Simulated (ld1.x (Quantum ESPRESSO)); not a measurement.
# Pseudopotential generation for cobalt: TM, PBE

Aim: build the potential from the settings below, then test how well it stands in for the atom: other configurations, scattering, ghost states and the plane-wave cutoff that it needs.

Program: ld1.x (Quantum ESPRESSO) 7.5. Reference atom: PBE, scalar-relativistic, spherical and spin-unpolarised. All values are calculated.

**1. The design**

The settings as typed:

```json
{
  "element": "cobalt (Co, Z = 27)",
  "type": "norm-conserving Troullier–Martins (Kleinman–Bylander form)",
  "frozen core": "[Ar]",
  "valence charge": "9",
  "reference configuration": "3d7 4s2 4p0",
  "partial waves": "4s (bound): rc 1.80 bohr; 4p (bound, empty): rc 3.20 bohr; 3d (bound): rc 1.35 bohr",
  "local potential": "all-electron potential smoothed inside 1.70 bohr (lloc = -1)",
  "core correction": "Bessel-smoothed model core inside 1.00 bohr"
}
```

An earlier all-electron run gives the scale for the radii.

All-electron outer shells of the reference configuration (PBE, scalar-relativistic, ld1.x):

```csv
shell,level (eV),outermost node (bohr),outermost maximum (bohr)
3s,-102.40,0.31,0.66
3p,-65.64,0.28,0.68
3d,-8.20,–,0.66
4s,-5.47,0.96,2.32
4p,-1.28,1.05,3.25
```

**2. Generation**

Input file Co.in:

```
 &input
   title='Co', zed=27., rel=1, dft='PBE', iswitch=3,
   config='[Ar] 3d7 4s2 4p0',
   nld=3, rlderiv=3.50, eminld=-3.0, emaxld=5.0, deld=0.02
 /
 &inputp
   pseudotype=2, tm=.true., lloc=-1, rcloc=1.70,
   nlcc=.true., new_core_ps=.true., rcore=1.00,
   file_pseudopw='Co.UPF', file_wfcaegen='ae.wfc', file_wfcncgen='nc.wfc', file_beta='beta', file_chi='chi'
 /
3
4S  1  0   2.00   0.00  1.80  1.80  0.0
4P  2  1   0.00   0.00  3.20  3.20  0.0
3D  3  2   7.00   0.00  1.35  1.35  0.0
 &test
   configts(1)='3d7 4s2 4p0'
 /
```

Run with:

```sh
ld1.x < Co.in > Co.out
```

Output in Co.out (without the banner and most projector matrices):

```text
     Program LD1 v.7.5
     --------------------------- All-electron run ----------------------------

     Co
     scalar relativistic calculation

     atomic number is 27.00
     dft =PBE   lsd =0 sic =0 latt =0  beta=0.20 tr2=1.0E-14
     Exchange-correlation= PBE
                           (   1   4   3   4   0   0   0)
     mesh =1193 r(mesh) =  99.89935 a.u. xmin = -7.00 dx = 0.01250
     1 Ry =  13.60569312 eV, c = 137.03599908

     n l     nl                  e(Ry)          e(Ha)          e(eV)
     1 0     1S 1( 2.00)      -558.0826      -279.0413     -7593.1006
     2 0     2S 1( 2.00)       -66.0755       -33.0378      -899.0036
     2 1     2P 1( 6.00)       -56.5897       -28.2948      -769.9416
     3 0     3S 1( 2.00)        -7.5266        -3.7633      -102.4044
     3 1     3P 1( 6.00)        -4.8242        -2.4121       -65.6364
     3 2     3D 1( 7.00)        -0.6030        -0.3015        -8.2040
     4 0     4S 1( 2.00)        -0.4020        -0.2010        -5.4697
     4 1     4P 1( 0.00)        -0.0938        -0.0469        -1.2766

     final scf error:  8.6E-15 reached in  32 iterations

     Etot =   -2786.294851 Ry,   -1393.147426 Ha,  -37909.472698 eV

     Ekin =    2822.267919 Ry,    1411.133959 Ha,   38398.911213 eV
     Encl =   -6674.713191 Ry,   -3337.356595 Ha,  -90814.099355 eV
     Eh   =    1184.776043 Ry,     592.388022 Ha,   16119.699266 eV
     Exc  =    -118.625623 Ry,     -59.312811 Ha,   -1613.983821 eV

     normalization and overlap integrals

     s(1S/1S) =  1.000000  <r> =   0.0562  <r2> =    0.0042  r(max) =   0.0366
     s(2S/2S) =  1.000000  <r> =   0.2555  <r2> =    0.0770  r(max) =   0.2131
     s(2P/2P) =  1.000000  <r> =   0.2250  <r2> =    0.0622  r(max) =   0.1723
     s(3S/3S) =  1.000000  <r> =   0.7736  <r2> =    0.6913  r(max) =   0.6648
     s(3P/3P) =  1.000000  <r> =   0.8160  <r2> =    0.7864  r(max) =   0.6816
     s(3D/3D) =  1.000000  <r> =   1.0711  <r2> =    1.5569  r(max) =   0.6648
     s(4S/4S) =  1.000000  <r> =   2.8937  <r2> =    9.7888  r(max) =   2.3202
     s(4P/4P) =  1.000000  <r> =   4.4224  <r2> =   23.7598  r(max) =   3.2517

     ------------------------ End of All-electron run ------------------------

     --------------------- Generating NC pseudopotential ---------------------

      Generating local potential from pseudized AE potential:
      Matching radius rcloc =   1.7000

      Local pseudo, rcloc= 1.698 Estimated cut-off energy=     8.59 Ry

      Computing core charge for nlcc:

       r > 1.00 : true rho core
      Core charge pseudized with two Bessel functions
      Integrated core pseudo-charge :  10.37

      Wfc   4S  rcut= 1.785  Using Troullier-Martins method

      Wfc   4P  rcut= 3.171  Using Troullier-Martins method

      Wfc   3D  rcut= 1.355  Using Troullier-Martins method

     ------------------- End of pseudopotential generation -------------------

     [... the all-electron block is printed once more ...]


     Computing logarithmic derivative in   3.48313
     Computing logarithmic derivative in   3.48313
     Computing the partial wave expansion
     R is outside the sphere for l=    0 j= 0.00
     R is outside the sphere for l=    1 j= 0.00
     R is outside the sphere for l=    2 j= 0.00

     ---------------------- Testing the pseudopotential ----------------------

     Co
     scalar relativistic calculation

     atomic number is 27.00   valence charge is  9.00
     dft =PBE   lsd =0 sic =0 latt =0  beta=0.20 tr2=1.0E-14
     mesh =1193 r(mesh) =  99.89935 xmin = -7.00 dx = 0.01250

     n l     nl             e AE (Ry)        e PS (Ry)    De AE-PS (Ry)
     3 2     3D   1( 7.00)       -0.60298       -0.60299        0.00001
     1 0     4S   1( 2.00)       -0.40202       -0.40202       -0.00000
     2 1     4P   1( 0.00)       -0.09383       -0.09383        0.00000

     eps = 6.1E-15  iter =  7

     Etot =   -2786.294851 Ry,   -1393.147426 Ha,  -37909.472698 eV
     Etotps =   -79.404236 Ry,     -39.702118 Ha,   -1080.349673 eV

     Ekin =      90.560506 Ry,      45.280253 Ha,    1232.138454 eV
     Encl =    -134.156122 Ry,     -67.078061 Ha,   -1825.287021 eV
     Ehrt =      54.323929 Ry,      27.161964 Ha,     739.114701 eV
     Ecxc =     -37.210425 Ry,     -18.605213 Ha,    -506.273624 eV
     (Ecc =     -21.450255 Ry,     -10.725127 Ha,    -291.845586 eV)
     Epseu=     -52.922124 Ry,     -26.461062 Ha,    -720.042184 eV

     ---------------------- End of pseudopotential test ----------------------
```

Run time: 2.1 s. Hardware: 1 thread of Neoverse-V1, shared host. This counts the later configuration tests of the new file too.

Partial waves on a coarse radial grid (AE all-electron, PS pseudo):

```csv
r (bohr),4p AE,4p PS
0.160,0.0938,0.0031
0.320,-0.0414,0.0125
0.480,-0.1498,0.0278
0.640,-0.1657,0.0490
0.800,-0.1195,0.0755
0.960,-0.0455,0.1068
1.120,0.0359,0.1424
1.280,0.1143,0.1812
1.440,0.1853,0.2221
1.600,0.2476,0.2640
1.760,0.3009,0.3053
1.920,0.3459,0.3444
2.080,0.3833,0.3799
2.240,0.4137,0.4106
2.400,0.4378,0.4360
2.560,0.4565,0.4556
2.720,0.4702,0.4699
2.880,0.4796,0.4795
3.040,0.4851,0.4851
3.200,0.4874,0.4874
3.360,0.4869,0.4869
3.520,0.4840,0.4840
3.680,0.4791,0.4791
3.840,0.4725,0.4725
4.000,0.4646,0.4646
4.160,0.4556,0.4556
```

**3. Configuration tests**

Input file Co.test.in:

```
 &input
   title='Co', zed=27., rel=1, dft='PBE', iswitch=2,
   config='[Ar] 3d7 4s2 4p0'
 /
 &test
   file_pseudo='Co.UPF', nconf=8,
   configts(1)='3d7 4s2 4p0',
   configts(2)='3d7 4s1 4p0',
   configts(3)='3d7 4s0 4p0',
   configts(4)='3d6 4s0 4p0',
   configts(5)='3d7 4s1 4p1',
   configts(6)='3d7.5 4s1.5 4p0',
   configts(7)='3d8 4s0 4p0',
   configts(8)='3d8 4s1 4p0'
 /
```

Run with:

```sh
ld1.x < Co.test.in > Co.test.out
```

Co.test.out, the pseudopotential blocks, each with the warnings that came before it:

```text
     ---------------------- Testing the pseudopotential ----------------------

     Co
     scalar relativistic calculation

     atomic number is 27.00   valence charge is  9.00
     dft =PBE   lsd =0 sic =0 latt =0  beta=0.20 tr2=1.0E-14
     mesh =1193 r(mesh) =  99.89935 xmin = -7.00 dx = 0.01250

     n l     nl             e AE (Ry)        e PS (Ry)    De AE-PS (Ry)
     3 2     3D   1( 7.00)       -0.60298       -0.60299        0.00000
     1 0     4S   1( 2.00)       -0.40202       -0.40202       -0.00000
     2 1     4P   1( 0.00)       -0.09383       -0.09383        0.00000

     eps = 7.8E-17  iter =  6

     Etot =   -2786.294851 Ry,   -1393.147426 Ha,  -37909.472698 eV
     Etotps =   -79.404236 Ry,     -39.702118 Ha,   -1080.349667 eV

     Ekin =      90.560507 Ry,      45.280254 Ha,    1232.138470 eV
     Encl =    -134.156122 Ry,     -67.078061 Ha,   -1825.287027 eV
     Ehrt =      54.323929 Ry,      27.161964 Ha,     739.114705 eV
     Ecxc =     -37.210425 Ry,     -18.605213 Ha,    -506.273625 eV
     (Ecc =     -21.450255 Ry,     -10.725127 Ha,    -291.845586 eV)
     Epseu=     -52.922125 Ry,     -26.461062 Ha,    -720.042190 eV

     ---------------------- End of pseudopotential test ----------------------

     ---------------------- Testing the pseudopotential ----------------------

     Co
     [...]
     n l     nl             e AE (Ry)        e PS (Ry)    De AE-PS (Ry)
     3 2     3D   1( 7.00)       -1.24646       -1.23957       -0.00689  !
     1 0     4S   1( 1.00)       -0.93803       -0.93869        0.00066
     2 1     4P   1( 0.00)       -0.54886       -0.54972        0.00085

     eps = 2.3E-15  iter = 11

     Etot =   -2785.631149 Ry,   -1392.815574 Ha,  -37900.442564 eV
     Etotps =   -78.740293 Ry,     -39.370146 Ha,   -1071.316262 eV
     dEtot_ae =       0.663703 Ry
     dEtot_ps =       0.663943 Ry,   Delta E=      -0.000240 Ry

     [...]
     ---------------------- End of pseudopotential test ----------------------

     ---------------------- Testing the pseudopotential ----------------------

     Co
     [...]
     n l     nl             e AE (Ry)        e PS (Ry)    De AE-PS (Ry)
     3 2     3D   1( 7.00)       -1.98916       -1.98160       -0.00756  !
     1 0     4S   1( 0.00)       -1.53869       -1.54544        0.00674  !
     2 1     4P   1( 0.00)       -1.07841       -1.08527        0.00686  !

     eps = 6.1E-15  iter =  9

     Etot =   -2784.397424 Ry,   -1392.198712 Ha,  -37883.656885 eV
     Etotps =   -77.503676 Ry,     -38.751838 Ha,   -1054.491226 eV
     dEtot_ae =       1.897427 Ry
     dEtot_ps =       1.900560 Ry,   Delta E=      -0.003133 Ry

     [...]
     ---------------------- End of pseudopotential test ----------------------

     Warning: n=1, l=0 expected 0 nodes, found 1
     ---------------------- Testing the pseudopotential ----------------------

     Co
     [...]
     n l     nl             e AE (Ry)        e PS (Ry)    De AE-PS (Ry)
     3 2     3D   1( 6.00)       -3.31966       -3.35599        0.03633  !
     1 0     4S   1( 0.00)       -2.38146       -2.57053        0.18907  !
     2 1     4P   1( 0.00)       -1.82341       -1.84804        0.02463  !

     eps = 1.3E-16  iter =  9

     Etot =   -2781.761040 Ry,   -1390.880520 Ha,  -37847.787048 eV
     Etotps =   -74.856028 Ry,     -37.428014 Ha,   -1018.468150 eV
     dEtot_ae =       4.533812 Ry
     dEtot_ps =       4.548208 Ry,   Delta E=      -0.014396 Ry

     [...]
     ---------------------- End of pseudopotential test ----------------------

     ---------------------- Testing the pseudopotential ----------------------

     Co
     [...]
     n l     nl             e AE (Ry)        e PS (Ry)    De AE-PS (Ry)
     3 2     3D   1( 7.00)       -0.73593       -0.73316       -0.00276
     1 0     4S   1( 1.00)       -0.48673       -0.48658       -0.00015
     2 1     4P   1( 1.00)       -0.15575       -0.15572       -0.00004

     eps = 3.1E-15  iter =  9

     Etot =   -2785.975082 Ry,   -1392.987541 Ha,  -37905.122020 eV
     Etotps =   -79.084493 Ry,     -39.542247 Ha,   -1075.999346 eV
     dEtot_ae =       0.319769 Ry
     dEtot_ps =       0.319743 Ry,   Delta E=       0.000026 Ry

     [...]
     ---------------------- End of pseudopotential test ----------------------

     ---------------------- Testing the pseudopotential ----------------------

     Co
     [...]
     n l     nl             e AE (Ry)        e PS (Ry)    De AE-PS (Ry)
     3 2     3D   1( 7.50)       -0.44423       -0.43828       -0.00595  !
     1 0     4S   1( 1.50)       -0.35944       -0.36241        0.00297
     2 1     4P   1( 0.00)       -0.07538       -0.07656        0.00118

     eps = 8.0E-15  iter = 10

     Etot =   -2786.365447 Ry,   -1393.182723 Ha,  -37910.433198 eV
     Etotps =   -79.472520 Ry,     -39.736260 Ha,   -1081.278724 eV
     dEtot_ae =      -0.070595 Ry
     dEtot_ps =      -0.068284 Ry,   Delta E=      -0.002311 Ry

     [...]
     ---------------------- End of pseudopotential test ----------------------

     ---------------------- Testing the pseudopotential ----------------------

     Co
     [...]
     n l     nl             e AE (Ry)        e PS (Ry)    De AE-PS (Ry)
     3 2     3D   1( 8.00)       -0.89978       -0.88550       -0.01428  !
     1 0     4S   1( 0.00)       -0.82023       -0.83022        0.00999  !
     2 1     4P   1( 0.00)       -0.46842       -0.47598        0.00756  !

     eps = 5.5E-16  iter = 11

     Etot =   -2785.819239 Ry,   -1392.909620 Ha,  -37903.001666 eV
     Etotps =   -78.911904 Ry,     -39.455952 Ha,   -1073.651145 eV
     dEtot_ae =       0.475612 Ry
     dEtot_ps =       0.492332 Ry,   Delta E=      -0.016720 Ry

     [...]
     ---------------------- End of pseudopotential test ----------------------

     ---------------------- Testing the pseudopotential ----------------------

     Co
     [...]
     n l     nl             e AE (Ry)        e PS (Ry)    De AE-PS (Ry)
     3 2     3D   1( 8.00)       -0.31141       -0.30321       -0.00820  !
     1 0     4S   1( 1.00)       -0.32150       -0.32794        0.00644  !
     2 1     4P   1( 0.00)       -0.05948       -0.06186        0.00238

     eps = 1.6E-15  iter = 11

     Etot =   -2786.383253 Ry,   -1393.191627 Ha,  -37910.675469 eV
     Etotps =   -79.484234 Ry,     -39.742117 Ha,   -1081.438090 eV
     dEtot_ae =      -0.088402 Ry
     dEtot_ps =      -0.079998 Ry,   Delta E=      -0.008404 Ry

     [...]
     ---------------------- End of pseudopotential test ----------------------
```

The tests as a table, with energies relative to 3d7 4s2 4p0. A star marks tests that logged a warning. The frozen-core shift comes from a second all-electron run, not shown, with the core orbitals held at their reference shape; it is that run's ΔE less the relaxed one.

| valence configuration | charge | ΔE all-electron (eV) | error AE − PS (meV) | frozen-core shift (meV) |
| --- | --- | --- | --- | --- |
| 3d7 4s1 4p0 | +1 | 9.030 | -3.3 | +2.4 |
| 3d7 4s0 4p0 | +2 | 25.816 | -43 | +9.5 |
| 3d6 4s0 4p0 * | +3 | 61.686 | -196 | +240 |
| 3d7 4s1 4p1 | 0 | 4.351 | +0.4 | +0.9 |
| 3d7.5 4s1.5 4p0 | 0 | -0.960 | -31 | +22 |
| 3d8 4s0 4p0 | +1 | 6.471 | -227 | +107 |
| 3d8 4s1 4p0 | 0 | -1.203 | -114 | +69 |

**4. Logarithmic derivatives**

Taken from the files of the generation run. The phase is arctan(r·u′/u) with u = r·R, unwrapped, with energies in Ry. A pole is an energy at which the radial function vanishes at the test radius. The pseudo phase is shifted by a multiple of π to meet the all-electron one at the reference energy. Levels narrower than the energy grid can be missing from the poles. The last column is the largest difference on the grid between −1 and +1 Ry.

| channel | radius (bohr) | reference (Ry) | poles AE | poles PS | window around the reference with phases within 0.05 rad (Ry) | largest difference near zero (rad) |
| --- | --- | --- | --- | --- | --- | --- |
| s | 3.48 | -0.40 | 0.10, 4.07 | 0.07, 0.53, 4.34 | below 0.3 | 3.078 |
| p | 3.48 | -0.09 | 0.79, 4.84 | 0.76, 3.07 | below 1.4 | 0.011 |
| d | 3.48 | -0.60 | -0.58, 2.04 | -0.58, 2.10 | below 3.2 | 0.041 |

Phases (rad) along the scan:

```csv
E (Ry),s AE,s PS,p AE,p PS
-3.00,1.389,1.389,1.397,1.397
-2.52,1.368,1.368,1.379,1.379
-2.04,1.336,1.336,1.354,1.353
-1.56,1.281,1.280,1.315,1.315
-1.08,1.149,1.148,1.246,1.245
-0.60,0.273,0.269,1.069,1.067
-0.12,-1.439,-1.443,-0.005,-0.005
0.36,-1.662,-1.773,-1.359,-1.363
0.84,-1.799,-4.877,-1.587,-1.598
1.32,-2.040,-5.058,-1.708,-1.743
1.80,-3.106,-5.620,-1.857,-2.067
2.28,-4.285,-7.181,-2.300,-4.175
2.76,-4.529,-7.602,-3.956,-4.619
3.24,-4.626,-7.731,-4.453,-4.753
3.72,-4.682,-7.798,-4.588,-4.892
4.20,-4.723,-7.842,-4.655,-5.393
4.68,-4.761,-7.879,-4.700,-7.385
```

**5. Plane-wave convergence, by spherical Bessel functions**

This step uses the generator's waves and projectors in a separate script. Basis: spherical Bessel functions vanishing at 20 bohr, q² up to the cutoff; potential fixed at the reference.

All-electron valence levels (Ry): 4s -0.4020, 4p -0.0938, 3d -0.6030. The lowest levels of each channel (Ry) by cutoff; the last column sums, over occupied levels, occupation times the distance from the level at 400 Ry. A positive value at high cutoff is not a bound level.

```csv
cutoff (Ry),s #1,p #1,d #1,f #1,Σ f·Δε (mRy)
8,-0.3971,-0.0937,0.0598,0.1121,4649.0
15,-0.3993,-0.0938,0.0595,0.1121,4642.7
25,-0.4013,-0.0938,0.0591,0.1121,4635.9
40,-0.4017,-0.0938,0.0573,0.1121,4622.4
55,-0.4019,-0.0938,-0.0283,0.1121,4023.2
70,-0.4020,-0.0938,-0.3406,0.1121,1836.8
100,-0.4020,-0.0938,-0.5788,0.1121,169.5
140,-0.4020,-0.0938,-0.6026,0.1121,2.5
200,-0.4020,-0.0938,-0.6028,0.1121,1.3
230,-0.4020,-0.0938,-0.6029,0.1121,0.6
300,-0.4020,-0.0938,-0.6030,0.1121,0.1
400,-0.4020,-0.0938,-0.6030,0.1121,0.0
```

The sum stays within 10 mRy from 140 Ry and within 1 mRy from 230 Ry. The sum leaves out empty levels, which can need more. Ghost test: no level below the all-electron spectrum of its channel (s, p, d, f tested).

**6. Outcome**

| quantity | value |
| --- | --- |
| cutoffs for 10 and 1 mRy, occupied levels | 140 Ry and 230 Ry |
| bound ghosts | none found |
| largest test error (AE − PS) | -227 meV, for 3d8 4s0 4p0 |
| largest phase difference near zero energy, channels read | 3.078 rad |

**Reading.** The worst unpolarised test, 3d8 4s0 4p0, is off by 227 meV on 6.5 eV; by total energies transferability rates as poor. The potential is very hard: the looser tolerance needs 140 Ry. The slowest occupied level is 3d: taken alone it needs 140 Ry to come within 1 mRy, against 25 Ry for 4s. The Bessel-basis test finds no level below the valence levels. Near zero energy the largest phase difference among the channels read is 3.08 rad, in the s channel. A step near π is an extra or missing state, not a misfit of shape. The pseudo curves have a pole with no partner nearby in the atom's: s at 0.53 Ry. At positive energy that is a spurious or a displaced resonance.
